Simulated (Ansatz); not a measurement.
# CH4FNOZn: the cost of one run

Program: Ansatz 0.2.0, Gaussian basis. Level of theory: the settings change from run to run. These are calculated values, not measurements.

## (1) The molecule

The geometry comes from an earlier relaxation with PBE0-D4 in a triple-zeta def2 set; it is a stationary point, not always the lowest conformer.

SMILES `[NH2][Zn][O]CF`, 9 atoms, charge 0, spin multiplicity 1.

Atoms are counted from 1 here; the program's logs count them from 0.

Bond lengths: N1–Zn2 1.812 Å, N1–H6 1.011 Å, N1–H7 1.011 Å, Zn2–O3 1.808 Å, O3–C4 1.343 Å, C4–F5 1.428 Å, C4–H8 1.098 Å, C4–H9 1.097 Å. Angles: Zn2–N1–H6 115.9°, Zn2–N1–H7 114.7°, H6–N1–H7 107.6°, N1–Zn2–O3 171.4°, Zn2–O3–C4 112.3°, O3–C4–F5 109.0°, O3–C4–H8 113.2°, O3–C4–H9 113.0°, F5–C4–H8 104.8°, F5–C4–H9 105.0°, H8–C4–H9 111.2°.

As a file:

```xyz
9
CH4FNOZn
N    -0.1002    2.2393   -1.0945
Zn    0.3371    0.7518   -0.1564
O     0.8988   -0.5624    0.9508
C     0.0528   -1.6046    0.9748
F    -1.0709   -1.3102    0.1435
H     0.6526    2.6704   -1.6138
H    -0.8822    2.1262   -1.7260
H     0.4832   -2.5215    0.5514
H    -0.3711   -1.7890    1.9702
```

## (2) BHLYP/cc-pVTZ-DK

This run has a grid of angular degree 47.

in.yaml

```yaml
crystal:
  periodic: [false, false, false]
  atoms:
    - {symbol: N, position_ang: [-0.100225, 2.239263, -1.094451]}
    - {symbol: Zn, position_ang: [0.337107, 0.751772, -0.156440]}
    - {symbol: O, position_ang: [0.898764, -0.562365, 0.950810]}
    - {symbol: C, position_ang: [0.052759, -1.604602, 0.974805]}
    - {symbol: F, position_ang: [-1.070887, -1.310180, 0.143489]}
    - {symbol: H, position_ang: [0.652563, 2.670369, -1.613819]}
    - {symbol: H, position_ang: [-0.882198, 2.126225, -1.726005]}
    - {symbol: H, position_ang: [0.483188, -2.521503, 0.551406]}
    - {symbol: H, position_ang: [-0.371069, -1.788990, 1.970223]}
basis:
  gaussian: {orbitals: cc-pVTZ-DK, final_grid: {core_spheres: 20, valence_spheres: 16, degree: 47}}
hamiltonian: {xc: {name: BHLYP}}
```

Launch:

```console
> ansatz run in.yaml --threads 2 --pin off --events-out ev --progress --plain --max-ram 20480MiB --backend cpu
```

Q: Estimate wall time and peak memory on 2 threads of AMD EPYC 7R13, shared host.

About 8.5 s, with a peak of 0.59 GiB.
